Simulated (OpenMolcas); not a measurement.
# Pr³⁺ among point charges: CASSCF and CASPT2 levels and susceptibility

How does a field of 8 point charges split the states of Pr³⁺, and what χT follows?

Method: state-averaged CASSCF and CASPT2, spin-orbit coupling by RASSI with atomic mean-field integrals. Code: OpenMolcas 26.06.

**1. What is computed**

| Quantity | Value |
| --- | --- |
| Species | Pr³⁺ (praseodymium, Z = 59, 56 electrons) |
| Basis | ANO-RCC-VDZP [7s6p4d2f1g], 68 functions |
| Scalar Hamiltonian | DKH2, point nucleus |
| Inactive shells | 1s 2s 2p 3s 3p 3d 4s 4p 4d 5s 5p |
| Active space | 2 electrons in 7 orbitals (4f) |
| Some configurations of this space | 4f² |
| Orbitals | optimised for the highest spin of each parity, averaged over all roots |

Outer shells as boxes (Hund's rule):

4f2
```
4f [↑ ][↑ ][  ][  ][  ][  ][  ]
```

The ion sits among 8 point charges of -0.5 e arranged as a hexagonal bipyramid (D6h), 2.21 Å from the ion, with the axial distance 2.608 Å.

The work runs as a chain of OpenMolcas steps in one folder; each step below is one input file. Labels, J, g values, rates, χT and fits are worked out afterwards by a script from the matrices that RASSI stores. The input lists half of the charges; inversion (Group=XYZ) makes the rest.

**2. GATEWAY and SEWARD: basis and integrals**

Contents of a.inp:

```
&GATEWAY
Coord
1

Pr 0.0 0.0 0.0
Basis=ANO-RCC-VDZP
Group=XYZ
NoMove
AngMom=0.0 0.0 0.0
AMFI
XField
4 Angstrom 0
2.210000 0.000000 0.000000 -0.500000
1.105000 1.913916 0.000000 -0.500000
1.105000 -1.913916 0.000000 -0.500000
0.000000 0.000000 2.607800 -0.500000
&SEWARD
```

The run is started by

```bash
$ OMP_NUM_THREADS=1 MOLCAS_MEM=2252 MOLCAS_PROJECT=a pymolcas a.inp > a.log
```

**3. Reference wave functions, triplets of even parity, 21 roots**

Contents of a.inp:

```
&RASSCF
FileOrb=start.orb
Symmetry=1
Spin=3
nActEl=2 0 0
Inactive=15 12
Ras2=0 7
CIRoot=21 21 1
SDav=21
CIMx=300
Iter=120 100
PrWF=0.3
OrbListing=Nothing
MaxOrb=0
>>> COPY $Project.JobIph JOB001
```

start.orb holds the contracted functions of the basis, ordered by shell, or the orbitals of the step before.

**4. Reference wave functions, singlets of even parity, 28 roots**

Contents of a.inp:

```
&RASSCF
FileOrb=start.orb
Symmetry=1
Spin=1
nActEl=2 0 0
Inactive=15 12
Ras2=0 7
CIRoot=28 28 1
SDav=28
CIMx=300
Iter=120 100
PrWF=0.3
OrbListing=Nothing
MaxOrb=0
CIOnly
>>> COPY $Project.JobIph JOB002
```

**5. RASSI: spin-orbit coupling between the states**

Contents of a.inp:

```
&RASSI
NrOfJobIphs=2 21 27
1 2 3 4 5 6 7 8 9 10 11 12 13 14 15 16 17 18 19 20 21
1 2 3 4 5 6 7 8 9 10 11 12 13 14 15 16 17 18 19 20 21 22 23 24 25 26 27
IphNames
JOB001
JOB002
EJob
SpinOrbit
DIPRint=1.0
SOCoupling=1000.0
Subsets=2
Property=9
'ANGMOM' 1 'ANGMOM' 2 'ANGMOM' 3 'MLTPL  1' 1 'MLTPL  1' 2 'MLTPL  1' 3
'AMFI' 1 'AMFI' 2 'AMFI' 3
SOProperty=3
'ANGMOM' 1 'ANGMOM' 2 'ANGMOM' 3
```

**6. CASPT2: IPEA 0.25, imaginary shift 0.1 (closed shells correlated: 5s 5p)**

Contents of a.inp:

```
>>> COPY JOB001 $Project.JobIph
&CASPT2
Multistate=21 1 2 3 4 5 6 7 8 9 10 11 12 13 14 15 16 17 18 19 20 21
NoMult
Frozen=14 9
IPEA=0.25
Imaginary=0.1
MaxIter=60
WThr=0.0 0.3 0.05
PrWF=0.5
NoMix
>>> COPY JOB002 $Project.JobIph
&CASPT2
Multistate=27 1 2 3 4 5 6 7 8 9 10 11 12 13 14 15 16 17 18 19 20 21 22
23 24 25 26 27
NoMult
Frozen=14 9
IPEA=0.25
Imaginary=0.1
MaxIter=60
WThr=0.0 0.3 0.05
PrWF=0.5
NoMix
```

(Steps that only read results are left out.)

What does the calculation give? Wanted: spin-free ground state; first state of the same spin within the active space; lowest level; next level.

The runs gave:

| quantity | value |
| --- | --- |
| method | SS-CASPT2, IPEA 0.25, imaginary shift 0.1 (closed shells correlated: 5s 5p) |
| spin-free ground state | triplet, 2-fold in its orbital part |
| first state of the same spin within the active space | triplet at 61.5 cm⁻¹ |
| lowest level | 1-fold |
| next level | 66.7 cm⁻¹ |
| χT at 300 K | 1.55 cm³ K/mol |
| effective moment at 300 K | 3.52 μB |

Cost by method:

```csv
method,time of its own steps,time with the reference
A. CASSCF,8.1 s,8.1 s
"B. SS-CASPT2, IPEA 0.25, imaginary shift 0.1, +5s 5p",9.2 s,17 s
```

Times are of one thread on a shared host.

What this shows: The spin-free ground state (triplet) comes to 100 % from free-ion H terms and keeps the highest spin of the shell. The singlets rest on orbitals optimised for another spin in at least one step, which raises them against the optimised states. Not all states of the active space went into the spin-orbit step. CASPT2 does not keep the components of a term degenerate, and the means are used. Point charges carry no covalency, so the field is a model and not that of real ligands.
